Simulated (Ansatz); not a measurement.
**PtH4 (singlet): geometry optimisation**

Where does this start of PtH4 (singlet) end when it is relaxed?

Program: Ansatz 0.2.0, Gaussian basis. Level of theory: RKS PBE0/def2-TZVP. These are calculated values, not measurements.

## (1) The starting structure

5 atoms, charge 0, spin multiplicity 1.

Atoms are counted from 1 here; the program's logs count them from 0.

Bond lengths: Pt1–H2 1.604 Å, Pt1–H3 1.604 Å, Pt1–H4 1.507 Å, Pt1–H5 1.502 Å. Angles: H2–Pt1–H3 35.6°, H2–Pt1–H4 113.3°, H2–Pt1–H5 158.6°, H3–Pt1–H4 113.3°, H3–Pt1–H5 158.6°, H4–Pt1–H5 77.4°.

Coordinates:

```csv
atom,x (Å),y (Å),z (Å)
Pt1,0.00462,-0.00463,-0.00307
H2,0.03786,0.65943,1.45653
H3,-0.65534,-0.03451,1.45845
H4,-0.79495,0.79133,-1.00266
H5,0.51754,-0.52065,-1.31733
```

The start was built by rule and, where that kept it together, relaxed with GFN2-xTB. Sticks and bond lists go by distance. No spin-orbit coupling is included. Elements past krypton take def2 core potentials.

## (2) Relaxation

Input file in.yaml:

```yaml
crystal:
  periodic: [false, false, false]
  atoms:
    - {symbol: Pt, position_ang: [0.004624, -0.004627, -0.003074]}
    - {symbol: H, position_ang: [0.037864, 0.659426, 1.456526]}
    - {symbol: H, position_ang: [-0.655335, -0.034506, 1.458454]}
    - {symbol: H, position_ang: [-0.794955, 0.791329, -1.002658]}
    - {symbol: H, position_ang: [0.517537, -0.520652, -1.317333]}
basis:
  gaussian: {orbitals: def2-TZVP}
hamiltonian: {xc: pbe0}
relax: {f_tol: 0.004, max_steps: 80}
```

Command:

```sh
$ ansatz run in.yaml --threads 1 --pin off --events-out ev --progress --plain --max-ram 2176MiB
```

**Question.** What will these runs give? Wanted: energy gained; shift from the start; total energy; dipole moment.

As calculated:

| quantity | value |
| --- | --- |
| steps | 7 |
| energy gained | 0.447 eV |
| shift from the start (rms) | 0.165 Å |
| total energy | -3311.7496 eV |
| dipole moment | 2.20 D |

By distance, H2–H3 formed. Pt1–H2 went from 1.604 to 1.771 Å. No vibrations were run, so this is a stationary point, not a proven minimum, and this spin need not be the ground state's.
